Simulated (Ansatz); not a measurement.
What does this script print? It uses the Ansatz DFT code, driven from Python.

Script `lain.py`:
```python
'''What spin-orbit coupling does to the bands of LaIn.'''

import ansatz as az


def main() -> None:
    structure = (
        az.Lattice.of((3.95408, 0.0, 0.0), (0.0, 3.95408, 0.0), (0.0, 0.0, 3.95408))
        .atom('La', (0.5, 0.5, 0.5))
        .atom('In', (0.0, 0.0, 0.0))
    )

    base = (
        structure.calculation()
        .basis(31 * az.Ry)
        .occupations('fermi_dirac', width=0.02)  # fractional filling near the Fermi level
        .kpoints(length=12)
        .scf(tolerance=1e-05, max_iterations=150, lower_state_search='standard')
        .functional('pbesol')
        .band_table()  # levels at the mesh points
    )
    for label, variant in (('scalar-relativistic', base), ('spin-orbit', base.spin(soc=True))):
        summary = variant.run().report
        zero = summary['band_edges_ev'][0] if summary.get('band_edges_ev') else summary['fermi_energy_ev']
        near = [round(e - zero, 3) for e in summary['eigenvalues_ev'][0] if abs(e - zero) < 4]
        print(label)
        print('  band edges (eV):', [round(e, 3) for e in summary.get('band_edges_ev') or []] or 'none reported')
        print('  levels at k =', summary['kpoints_frac'][0], 'within 4 eV of the zero:', near)


if __name__ == '__main__':
    main()
```

```console
$ python lain.py
scalar-relativistic
  band edges (eV): none reported
  levels at k = [0.0, 0.0, 0.0] within 4 eV of the zero: [-0.476, -0.476, 1.301, 1.301, 1.301, 1.587]
spin-orbit
  band edges (eV): none reported
  levels at k = [0.0, 0.0, 0.0] within 4 eV of the zero: [-0.474, -0.474, -0.474, -0.474, 1.269, 1.269, 1.298, 1.298, 1.298, 1.298, 1.522, 1.522]
```

Notes:
- The settings weren't tested for convergence.
- The computed bands are complete only to about 1.4 eV above the Fermi level.
- Energy and stress may still move on a finer k-point mesh.
- Semilocal functionals put the empty 4f levels of La too low, which can move the conduction edge.
- This cell is a computed structure, which may not be the phase found in nature.
- Gaps and levels are Kohn-Sham values on a finite set of k-points.
- With spin-orbit coupling each level holds one electron and, with inversion or at time-reversal points, comes in pairs; a window in energy can cut a split set.
- Timing: 3.2 s on 1 thread of Arm Neoverse V2 (shared host), peak memory 0.51 GiB.
